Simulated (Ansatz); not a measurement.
# ClTi: the cost of one run

The runs use Ansatz 0.2.0, Gaussian basis; def2-TZVPP, core rule «outside noble gas», up to 14 orbitals frozen.

The runs, in order: UHF; ROHF; CCSD(T) on UHF.

## 1. The geometry

The geometry is a PBE0/def2-TZVP stationary point (not a proven minimum) of the parent state, kept for this charge and spin.

2 atoms, charge 1, spin multiplicity 3.

Atoms are counted from 1 here; the program's logs count them from 0.

Bond lengths: Ti1–Cl2 2.611 Å.

## 2. UHF

File in.yaml:

```yaml
crystal:
  periodic: [false, false, false]
  atoms:
    - {symbol: Ti, position_ang: [0.000000, 0.000000, 0.000000]}
    - {symbol: Cl, position_ang: [0.000000, 0.000000, 2.611200]}
basis:
  gaussian: {orbitals: def2-TZVPP}
total_charge: 1
magnetization: {spin_polarized: true, initial_magnetization: 2}
hamiltonian: {xc: hf}
output: {orbitals: {seedname: orbitals}}
```

The run is started by

```bash
ansatz run in.yaml --threads 1 --pin off --events-out ev --progress --plain --max-ram 3968MiB --backend cpu
```

**Question.** How long does this run take on 1 thread of AMD EPYC 7R13, shared host, and how much memory does it need?

About 23 s, with a peak of 0.32 GiB.
